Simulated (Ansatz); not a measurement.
# Ga3W: the cost of one run

Computed with Ansatz 0.2.0 (DFT PBE, scalar-relativistic, plane waves, PAW, unless a step's input says otherwise).

1 further run of the same task is left out (it didn't finish).

**1. The system as given**

Symmetry: P4/mmm, No. 123, tetragonal system. Conventional cell: a = 4.049 Å, b = 4.049 Å, c = 4.008 Å, α = 90.00°, β = 90.00°, γ = 90.00°. Ga (site symmetry mmm) is surrounded by 8 Ga at 2.85 to 2.86 Å and 4 W at 2.85 Å. Around Ga (site symmetry 4/mmm) lie 8 Ga at 2.85 Å and 4 W at 2.86 Å. W (site symmetry 4/mmm) has 12 Ga at 2.85 to 2.86 Å as nearest neighbours.

Structure file:

```cif
data_structure
_symmetry_space_group_name_H-M 'P4/mmm'
_symmetry_Int_Tables_number 123
_cell_length_a 4.0493
_cell_length_b 4.0493
_cell_length_c 4.0077
_cell_angle_alpha 90.000
_cell_angle_beta 90.000
_cell_angle_gamma 90.000
_cell_volume 65.71
loop_
_atom_site_label
_atom_site_type_symbol
_atom_site_symmetry_multiplicity
_atom_site_Wyckoff_symbol
_atom_site_fract_x
_atom_site_fract_y
_atom_site_fract_z
_atom_site_occupancy
Ga1 Ga 2 e 0.00000 0.50000 0.50000 1
Ga2 Ga 1 c 0.50000 0.50000 0.00000 1
W1 W 1 a 0.00000 0.00000 0.00000 1
```

This is candidate A: Cu3Pd type (P4/mmm, No. 123).

(A quick probe on a coarse mesh, which set the mesh and smearing, is not shown.)

**3. Coarse relaxation (candidate A)**

input.yaml

```yaml
crystal:
  lattice:
    - [4.0493026558, 0.0, 0.0]
    - [0.0, 4.0493026558, 0.0]
    - [0.0, 0.0, 4.0076814762]
  atoms:
    - { symbol: Ga, position: [0.0, 0.5, 0.5] }
    - { symbol: Ga, position: [0.5, 0.0, 0.5] }
    - { symbol: Ga, position: [0.5, 0.5, 0.0] }
    - { symbol: W, position: [0.0, 0.0, 0.0] }
basis:
  ecutwfc: 420
kpoints:
  mp_grid: { grid: [4, 4, 4] }
hamiltonian:
  xc: pbe
scf:
  occupations: { method: gaussian, width: 0.1 }
  lower_state_search: "off"
output:
  forces: true
  stress: true
  eigenvalues: true
relax:
  adjacent_minimum: "off"
  f_tol: 0.04
  max_steps: 70
  cell: { stress_tol: 0.4 }
```

Run with:

```bash
> ansatz run input.yaml --threads 1 --pin off --max-ram 2560MiB --backend cpu --events-out ev --progress --plain --runs-dir out
```

Q: Estimate wall time and peak memory on 1 thread of Arm Neoverse V1, shared host.

About 18 s, with a peak of 0.35 GiB.
